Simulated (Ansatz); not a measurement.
# C5H3BF6O4: the cost of one run

Method: one geometry, several basis sets; program: Ansatz 0.2.0, Gaussian basis.

Levels to be run: PBE0-D4/def2-SVP; ωB97M-V/def2-SVP; PBE0-D4/def2-QZVPP; ωB97M-V/def2-QZVPP; the functionals' def2-TZVPP values are taken from earlier runs.

## 1. Structure used throughout

An earlier PBE0-D4 in a triple-zeta def2 set relaxation fixed the geometry.

19 atoms, charge 0, spin multiplicity 1.

Atoms are counted from 1 here; the program's logs count them from 0.

Bond lengths: O1–B2 1.385 Å, O1–H17 0.957 Å, B2–O3 1.388 Å, B2–O4 1.573 Å, B2–O16 1.572 Å, O3–H18 0.958 Å, O4–C5 1.261 Å, C5–C6 1.529 Å, C5–C10 1.384 Å, C6–F7 1.330 Å, C6–F8 1.331 Å, C6–F9 1.327 Å, C10–C11 1.384 Å, C10–H19 1.076 Å, C11–C12 1.529 Å, C11–O16 1.261 Å, C12–F13 1.330 Å, C12–F14 1.326 Å and more. Angles: B2–O1–H17 115.1°, O1–B2–O3 117.2°, O1–B2–O4 110.8°, O1–B2–O16 110.8°, O3–B2–O4 107.3°, O3–B2–O16 107.3°, O4–B2–O16 102.4°, B2–O3–H18 111.5°, B2–O4–C5 122.0°, O4–C5–C6 114.0°, O4–C5–C10 124.7°, C6–C5–C10 121.2°, C5–C6–F7 109.9°, C5–C6–F8 111.3°, C5–C6–F9 110.3°, F7–C6–F8 108.3°, F7–C6–F9 108.6°, F8–C6–F9 108.4° and more.

## 2. PBE0-D4 in def2-SVP

Contents of in.yaml:

```yaml
crystal:
  periodic: [false, false, false]
  atoms:
    - {symbol: O, position_ang: [1.374333, -0.267076, 2.632226]}
    - {symbol: B, position_ang: [0.396339, -0.501196, 1.679480]}
    - {symbol: O, position_ang: [-0.630313, -1.369307, 2.024908]}
    - {symbol: O, position_ang: [-0.266084, 0.848262, 1.217756]}
    - {symbol: C, position_ang: [-0.710964, 1.009747, 0.048872]}
    - {symbol: C, position_ang: [-1.572221, 2.261849, -0.122248]}
    - {symbol: F, position_ang: [-0.853638, 3.346128, 0.156450]}
    - {symbol: F, position_ang: [-2.026134, 2.369798, -1.369251]}
    - {symbol: F, position_ang: [-2.612098, 2.219844, 0.700358]}
    - {symbol: C, position_ang: [-0.422205, 0.185401, -1.025096]}
    - {symbol: C, position_ang: [0.530050, -0.789833, -0.783434]}
    - {symbol: C, position_ang: [1.112199, -1.628356, -1.922198]}
    - {symbol: F, position_ang: [2.414887, -1.385813, -2.041285]}
    - {symbol: F, position_ang: [0.942838, -2.920433, -1.674530]}
    - {symbol: F, position_ang: [0.525486, -1.341679, -3.082491]}
    - {symbol: O, position_ang: [1.034040, -1.036937, 0.345842]}
    - {symbol: H, position_ang: [2.066865, 0.336378, 2.362732]}
    - {symbol: H, position_ang: [-0.521864, -1.704407, 2.916254]}
    - {symbol: H, position_ang: [-0.823317, 0.363331, -2.007945]}
basis:
  gaussian: {orbitals: def2-SVP}
hamiltonian: {xc: pbe0, dispersion: d4}
output: {orbitals: {seedname: orbitals}}
```

Started as:

```
$ ansatz run in.yaml --threads 11 --pin off --events-out ev --progress --plain --max-ram 166912MiB --backend cpu
```

Q: Estimate wall time and peak memory on 11 threads of AMD EPYC 7R13, shared host.

About 3.8 s, with a peak of 1.3 GiB.
